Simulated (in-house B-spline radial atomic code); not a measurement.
# Ru⁴⁺: ionisation energy by several methods

The task here is to estimate one member of a computed series from the others.

Method: Dirac-Coulomb, several functionals; spherical all-electron atom at the radial basis limit. Code: in-house B-spline radial atomic code version 1.

### What is computed

- element: ruthenium (Z = 44)
- charge: +4
- electrons: 40
- configuration: [Kr] 4d4
- nucleus: Fermi, rms radius 4.481 fm

Outer shells as boxes (Hund's rule):

[Kr] 4d4
```
[Kr] core
4d [↑ ][↑ ][↑ ][↑ ][  ]
```

The boxes only draw the filling; these runs are spin-restricted and spherical.

The first run:

Settings of the run:

```ini
Z = 44
electrons = 40.0
configuration = [Kr] 4d4
hamiltonian = dirac
method = lda,vwn
spin_polarised = False
nucleus = fermi
rms_radius = 4.4809
mass_number = 102
atomic_mass = 101.904340312
speed_of_light = 137.035999084
```

Among the steps run: LDA (VWN5); RPBE, a GGA; PBE, a GGA; PW91, a GGA; exchange-only LDA; AM05, a GGA.

One of the session's tables, all rows but one given; the rest of the session is left out.

| method | ΔSCF (eV) | with Breit, QED, recoil (eV) |
| --- | --- | --- |
| LDA (VWN5) | 59.799 | 59.811 |
| exchange-only LDA | 58.104 | 58.115 |
| RPBE | 59.558 | 59.570 |
| PBE | 59.604 | 59.616 |
| PW91 | ? | ? |
| AM05 | 59.577 | 59.589 |

**Question.** Estimate the row for PW91.

As computed: ΔSCF (eV): 59.684; with Breit, QED, recoil (eV): 59.696. In the column «ΔSCF (eV)» it lies between PBE (59.604) and LDA (VWN5) (59.799).

What this shows: Against the tabulated ionisation energy, 59 ± 1.9 eV (tabulated theoretical; NIST Atomic Spectra Database), the best here is RPBE (+0.570 eV) and the worst exchange-only LDA (-0.885 eV, or 1.5 %). The table's own uncertainty is as large as these misses, so the order means little. PBE is off by +0.616 eV. Open shells are averaged (over orientations, and over spins where the run is restricted), while tables refer to the lowest levels. For the semilocal functionals minus the highest level recovers only 86 to 87 % of their own ΔSCF value, a mark of self-interaction.

Members of this set that are not shown: 8 used exact exchange with fractional occupations of an open shell, which is unsound here.
